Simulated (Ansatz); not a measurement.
# The cluster Ga₅H₁₃O₁₄: structure and electronic state, part 2 of 2

Aim: characterise the cluster Ga₅H₁₃O₁₄ as a singlet: its structure, frontier levels and distribution of charge.

Ansatz 0.2.0, Gaussian basis; RKS PBE0-D4/def2-TZVP. The steps go on from the part before.

**3. Single point, PBE0-D4/def2-TZVP**

start.molden holds the orbitals of an earlier run on this state, given as this run's starting guess.

Input file in.yaml:

```yaml
crystal:
  periodic: [false, false, false]
  atoms:
    - {symbol: Ga, position_ang: [0.829909, -1.475028, -0.116121]}
    - {symbol: Ga, position_ang: [0.750220, 1.834031, -0.071977]}
    - {symbol: Ga, position_ang: [0.961450, -3.908366, 1.821284]}
    - {symbol: Ga, position_ang: [-1.628518, 0.070961, 1.297182]}
    - {symbol: Ga, position_ang: [0.334103, 2.193868, -2.881392]}
    - {symbol: O, position_ang: [0.074126, 3.358159, -1.374858]}
    - {symbol: O, position_ang: [0.597207, 2.823081, -4.543022]}
    - {symbol: O, position_ang: [0.943009, 2.798574, 1.468219]}
    - {symbol: O, position_ang: [0.982864, -1.069259, -1.904734]}
    - {symbol: O, position_ang: [-1.009905, -1.554662, 0.483266]}
    - {symbol: O, position_ang: [-3.397842, -0.067590, 1.623140]}
    - {symbol: O, position_ang: [-0.967923, 0.848953, -2.755627]}
    - {symbol: O, position_ang: [1.667220, 1.418401, -1.742949]}
    - {symbol: O, position_ang: [-1.124948, 1.219077, -0.151209]}
    - {symbol: O, position_ang: [-0.399542, 0.509925, 2.614200]}
    - {symbol: O, position_ang: [1.399824, 0.135606, 0.738990]}
    - {symbol: O, position_ang: [-0.842174, -3.678498, 1.977200]}
    - {symbol: O, position_ang: [1.703786, -2.942199, 0.531069]}
    - {symbol: O, position_ang: [1.713905, -5.091074, 2.931634]}
    - {symbol: H, position_ang: [-0.862041, 3.551238, -1.175105]}
    - {symbol: H, position_ang: [1.315223, 3.481608, -4.569286]}
    - {symbol: H, position_ang: [0.772415, 3.744806, 1.313603]}
    - {symbol: H, position_ang: [0.132003, -0.736382, -2.281479]}
    - {symbol: H, position_ang: [-1.186589, -2.379466, 1.037907]}
    - {symbol: H, position_ang: [-3.625474, 0.391400, 2.451850]}
    - {symbol: H, position_ang: [-1.590227, 0.796026, -3.502968]}
    - {symbol: H, position_ang: [1.637565, 0.395259, -1.855906]}
    - {symbol: H, position_ang: [-1.357532, 0.960663, -1.094828]}
    - {symbol: H, position_ang: [-0.164563, 1.468985, 2.578513]}
    - {symbol: H, position_ang: [0.949454, 0.174865, 1.650053]}
    - {symbol: H, position_ang: [-1.284307, -4.129395, 2.717932]}
    - {symbol: H, position_ang: [2.677300, -5.143548, 2.785385]}
basis:
  gaussian: {orbitals: def2-TZVP, fitting: {mean_field: def2-universal-jkfit}, initial_orbitals: start.molden}
hamiltonian: {xc: pbe0, dispersion: d4}
scf: {omitted_lower_state_checks: [starts]}
output: {orbitals: {seedname: orbitals}}
```

Started as:

```bash
ansatz run in.yaml --threads 2 --pin off --events-out ev --progress --plain --max-ram 32768MiB --backend cuda --devices 0, --max-vram 18GiB
```

The log of the run:

```text
Functional definition: PBE0
  name "PBE0"
  cite "Adamo & Barone, J. Chem. Phys. 110, 6158 (1999) doi:10.1063/1.478522"
  cite "Perdew, Burke & Ernzerhof, Phys. Rev. Lett. 77, 3865 (1996) doi:10.1103/PhysRevLett.77.3865"
  parent pbe
  parameter a = 0.25
  parameter kappa = 0.804
  parameter beta = 0.06672455060314922
  exchange = (1 - a)*pbe_x(kappa = kappa, mu = beta*pi^2/3) + a*exact_x
  correlation = pbe_c(beta = beta)
these checks for a lower state are left out or cut short: starts
2642 factors; integrals over basis functions are off by at most 8.8e-1 eV
mean field evaluation 1: about -290708.2083 eV, gradient 4.0e2 eV
mean field evaluation 2: about -290725.2101 eV, gradient 1.8e1 eV
mean field evaluation 4: about -290726.1042 eV, gradient 4.0e-3 eV
mean field evaluation 8: about -290726.1087 eV, gradient 1.4e-5 eV
mean field -290726.10869210 eV, -10683.9874332004 hartree, gradient 1.4e-5 eV, S^2 0.000000; 0 other end points of the search recorded, 0 dependent functions left out
reference -290726.10875296 eV, -10683.9874354369 hartree; 140, 140 occupied and 612, 612 virtual orbitals, 2642 factors
Total energy: -290727.40550281 eV, -10684.0350901152 hartree
Checks for a lower state left out: starts
```

Wall time 24 s (1 × H100 (card shared with other runs) with 2 threads of AMD EPYC 7R13, shared host).

Report: HOMO -8.47 eV, LUMO -1.56 eV.

Mulliken charges, from this run's orbitals:

Ga1 0.65; Ga2 0.73; Ga3 0.70; Ga4 0.63; Ga5 0.66; O6 -0.58; O7 -0.57; O8 -0.59; O9 -0.62; O10 -0.52; O11 -0.56; O12 -0.71; O13 -0.49; O14 -0.52; O15 -0.63; O16 -0.51; O17 -0.64; O18 -0.45; O19 -0.54; H20 0.34; H21 0.32; H22 0.32; H23 0.35; H24 0.40; H25 0.31; H26 0.34; H27 0.40; H28 0.38; H29 0.35; H30 0.37; H31 0.34; H32 0.33

Largest Mayer bond orders: Ga3–O18 1.20; Ga3–O19 1.18; Ga5–O7 1.15; Ga4–O11 1.14; Ga2–O8 1.05; Ga1–O18 0.99; Ga1–O9 0.96; Ga4–O15 0.95; Ga3–O17 0.93; O11–H25 0.89.

Orbitals, density, ELF and potential are computed afterwards from the orbital file.

Frontier orbitals at PBE0-D4/def2-TZVP, with the share of their density that lies nearest to each atom:

```csv
orbital,energy (eV),lies on
HOMO,-8.47,O15 43 %; O11 26 %; O16 8 %
LUMO,-1.56,Ga3 24 %; O18 13 %; O19 10 %
```

ELF in a plane through or near 6 of the atoms.

Values, 10 rows by 14 columns:
```
0.00 0.00 0.00 0.00 0.00 0.00 0.00 0.00 0.00 0.00 0.00 0.00 0.00 0.00
0.00 0.00 0.00 0.00 0.00 0.00 0.00 0.02 0.09 0.00 0.00 0.00 0.00 0.00
0.00 0.00 0.00 0.00 0.00 0.00 0.01 0.31 0.59 0.01 0.00 0.00 0.00 0.00
0.00 0.00 0.00 0.00 0.01 0.14 0.19 0.16 0.30 0.02 0.00 0.00 0.00 0.00
0.00 0.00 0.00 0.01 0.02 0.18 0.74 0.11 0.46 0.05 0.44 0.73 0.00 0.00
0.00 0.00 0.14 0.09 0.25 0.75 0.04 0.19 0.79 0.16 0.57 0.37 0.00 0.00
0.00 0.01 0.61 0.73 0.14 0.63 0.89 0.33 0.07 0.04 0.12 0.04 0.01 0.00
0.00 0.00 0.15 0.53 0.01 0.00 0.32 0.58 0.01 0.07 0.01 0.00 0.00 0.00
0.00 0.00 0.00 0.00 0.00 0.00 0.00 0.01 0.00 0.00 0.00 0.00 0.00 0.00
0.00 0.00 0.00 0.00 0.00 0.00 0.00 0.00 0.00 0.00 0.00 0.00 0.00 0.00
```
The map spans 16.9 Å across and 12.9 Å up, centred on the molecule. Atoms in the plane (x, y in Å): O10 (1.5, 0.1), O17 (4.1, 0.0), H23 (-0.8, -1.9), H24 (2.5, 0.2), H28 (-1.4, 0.5), H31 (4.9, 0.5).

**4. Summary of results**

What follows sums up all 2 parts.

| quantity | value |
| --- | --- |
| point group | C1 |
| commonest bond, hydrogen aside | Ga–O, 20 of mean length 1.888 Å |
| HOMO, LUMO at PBE0-D4/def2-TZVP | -8.47, -1.56 eV |
| dipole at PBE-D4/def2-SVP | 1.98 D |

In words: The molecule keeps its bonding pattern by the stored test; the atoms moved 0.85 Å (rms), and the angle Ga2–O6–H20 went from 133° to 109°. No usable vibrations, so a minimum isn't proven. The HOMO lies nearest to O15 43 %; O11 26 % and the LUMO to Ga3 24 %; O18 13 %. Whether this spin is the lowest isn't tested here. The point group is read from a loosely relaxed geometry; soft torsions can leave it below the true symmetry.
